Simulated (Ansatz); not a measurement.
Crystal: MnPt2.

```xyz
3
Lattice="2.8584 0.0000 0.0000 -1.4292 2.4755 0.0000 0.0000 0.0000 6.5325" Properties=species:S:1:pos:R:3 pbc="T T T"
Pt    1.4292    0.8252    2.0656
Pt    0.0000    1.6503    4.4669
Mn    0.0000    0.0000    0.0000
```

The cell comes from a database or a generator and needn't be the stable form of this composition.

Base run:

```yaml
Program: Ansatz 0.2.0
Functional: PBEsol
Potentials_or_basis: all-electron LAPW, non-relativistic
Cutoff: 261 eV (chosen from the basis error)
Basis_error_allowed: 0.002 eV/atom
k_mesh: 11 × 11 × 4
Occupations: fermi-dirac, width 0.05 eV
Spin: collinear spin, ferromagnetic start
Starting_moments: "[0.0, 0.0, 4.0] μB"
```

Its results: pressure 13.5 GPa; net moment 4.55 μB per cell; site moments Pt +0.27; Mn +3.90 μB; largest force 0.032 eV/Å.

Task: The run is repeated on the same cell with these changes: potentials or basis from all-electron LAPW, non-relativistic to all-electron LAPW, inner shells corrected to Dirac's equation. What comes out?

Result: Pressure -9.1 GPa; net moment 4.51 μB per cell; site moments Pt +0.31; Mn +3.78 μB; largest force 0.026 eV/Å.

Caveats: relativity is left out, which matters for the heavier elements (some runs).
